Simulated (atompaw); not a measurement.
# A PAW (atompaw) potential for praseodymium, from input to tests

Do these settings give a usable potential? It is generated, then checked for scattering, ghosts and hardness.

The numbers are computed with atompaw 4.2.0.5 (PBE, scalar-relativistic, spin-unpolarised reference atom).

### 1 The design

Typed settings, in words:

```json
{"element": "praseodymium (Pr, Z = 59)", "type": "PAW", "frozen core": "[Xe]", "valence charge": "5", "reference configuration": "4f3 5d0 6s0 6p0 (charge +2)", "partial waves": "6s (bound, empty): rc 2.90 bohr; 6s channel at -0.5 Ry: rc 3.00 bohr; 6p (bound, empty): rc 3.00 bohr; 6p channel at -0.15 Ry: rc 3.00 bohr; 5d (bound, empty): rc 3.00 bohr; 5d channel at -0.65 Ry: rc 3.00 bohr; 4f (bound): rc 1.20 bohr; 4f channel at -0.6 Ry: rc 1.20 bohr", "local potential": "ultrasoft scheme with l = 4 at 0 Ry, radius 2.30 bohr", "core correction": "smooth core density matched at 1.85 bohr", "augmentation charge": "sinc compensation charge, radius 2.85 bohr; PAW radius 3.00 bohr; waves and projectors: custom polynom2 7 10 vanderbiltortho"}
```

An earlier all-electron run gives the scale for the radii.

All-electron outer shells of the reference configuration (PBE, scalar-relativistic, ld1.x):

```json
{"shell": "5s", "level (eV)": "-51.77", "outermost node (bohr)": "0.74", "outermost maximum (bohr)": "1.35"}
{"shell": "5p", "level (eV)": "-34.14", "outermost node (bohr)": "0.79", "outermost maximum (bohr)": "1.53"}
{"shell": "4f", "level (eV)": "-13.84", "outermost node (bohr)": "–", "outermost maximum (bohr)": "0.69"}
{"shell": "5d", "level (eV)": "-13.50", "outermost node (bohr)": "0.90", "outermost maximum (bohr)": "2.14"}
{"shell": "6s", "level (eV)": "-13.19", "outermost node (bohr)": "1.79", "outermost maximum (bohr)": "3.40"}
{"shell": "6p", "level (eV)": "-9.52", "outermost node (bohr)": "2.10", "outermost maximum (bohr)": "4.10"}
```

### 2 Generating the potential

Pr.input

```
Pr 59
GGA-PBE scalarrelativistic loggrid 2001 logderivrange -3 5 201
6 6 5 4 0 0
6 0 0
6 1 0
5 2 0
4 3 3
0 0 0
c
c
c
c
c
v
c
c
c
c
v
c
c
v
v
3
3.00 2.85 2.30 1.85
y
-0.5
n
y
-0.15
n
y
-0.65
n
y
-0.6
n
custom polynom2 7 10 vanderbiltortho sinc
4 0 ultrasoft
2.90
3.00
3.00
3.00
3.00
3.00
1.20
1.20
PWSCFOUT
UPFDX 0.0125d0 UPFXMIN -7.d0 UPFZMESH 59.d0
END
```

Launch:

```sh
$ atompaw < Pr.input > Pr.log
```

Q: Predict the outcome of this session. Wanted: cutoffs; bound ghosts; largest phase difference near zero energy, channels read; lowest eigenvalue of the overlap; share of valence orbitals outside the PAW sphere; UPF file.

**Answer**, as computed:

```
                                                quantity                              value
                                                 cutoffs                     not determined
                                            bound ghosts                     not determined
largest phase difference near zero energy, channels read                          0.029 rad
         lowest eigenvalue of the overlap (Bessel basis)                          0.187 (s)
        share of valence orbitals outside the PAW sphere  6s 73 %, 6p 88 %, 5d 31 %, 4f 2 %
                                                UPF file                            written
```

In words: Even at 400 Ry an occupied level stays 64 mRy from its reference, so no cutoffs are read. The basis also finds an s level at -6.36 Ry, a p level at -2.43 Ry, below the valence levels, which may be a ghost. Ghosts could not be judged. Near zero energy the phases of the channels with partial waves agree within 0.029 rad. These are tests on the free atom; a crystal test is still owed.
